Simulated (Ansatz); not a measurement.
# Sn4P: the cost of one run

Computed with Ansatz 0.2.0 (DFT PBE, scalar-relativistic, plane waves, PAW, unless a step's input says otherwise).

## (1) The structure to begin with

Symmetry: P-3m1, No. 164, trigonal system. The conventional cell has a = 3.491 Å, b = 3.491 Å, c = 11.225 Å, α = 90.00°, β = 90.00°, γ = 120.00°. Sn (site symmetry 3m) has 3 P at 2.52 Å in its first shell of neighbours. Around Sn (site symmetry 3m) lie 12 Sn at 3.39 to 3.49 Å. P (site symmetry -3m) is surrounded by 6 Sn at 2.52 Å.

As a file:

```
Sn P
1.0
     3.49105    0.00000    0.00000
    -1.74553    3.02334    0.00000
     0.00000    0.00000   11.22541
Sn P
4 1
Direct
  0.33333 0.66667 0.86586
  0.33333 0.66667 0.37680
  0.66667 0.33333 0.13414
  0.66667 0.33333 0.62320
  0.00000 0.00000 0.00000
```

The cell is invented: species swapped into a database cell of Co4H (P-3m1, No. 164), with Sn on the Co sites and P on the H sites. Lengths come from tabulated atomic sizes and are only a guess.

## (2) The guess as it stands, on a coarse mesh

Contents of input.yaml:

```yaml
crystal:
  lattice:
    - [3.49105256, 0.0, 0.0]
    - [-1.74552628, 3.0233402, 0.0]
    - [0.0, 0.0, 11.22541451]
  atoms:
    - { symbol: Sn, position: [0.33333333, 0.66666667, 0.86585528] }
    - { symbol: Sn, position: [0.33333333, 0.66666667, 0.37679535] }
    - { symbol: Sn, position: [0.66666667, 0.33333333, 0.13414472] }
    - { symbol: Sn, position: [0.66666667, 0.33333333, 0.62320465] }
    - { symbol: P, position: [0.0, 0.0, 0.0] }
basis:
  ecutwfc: 420
kpoints:
  mp_grid: { grid: [6, 6, 2] }
hamiltonian:
  xc: pbe
scf:
  occupations: { method: gaussian, width: 0.1 }
  lower_state_search: "off"
output:
  forces: true
  stress: true
  eigenvalues: true
```

Command:

```console
$ ansatz run input.yaml --threads 1 --pin off --max-ram 2560MiB --backend cpu --events-out ev --progress --plain --runs-dir out
```

What time and memory should one allow on 1 thread of Intel Xeon 6975P-C (Granite Rapids), shared host?

About 2 s, with a peak of 0.42 GiB.
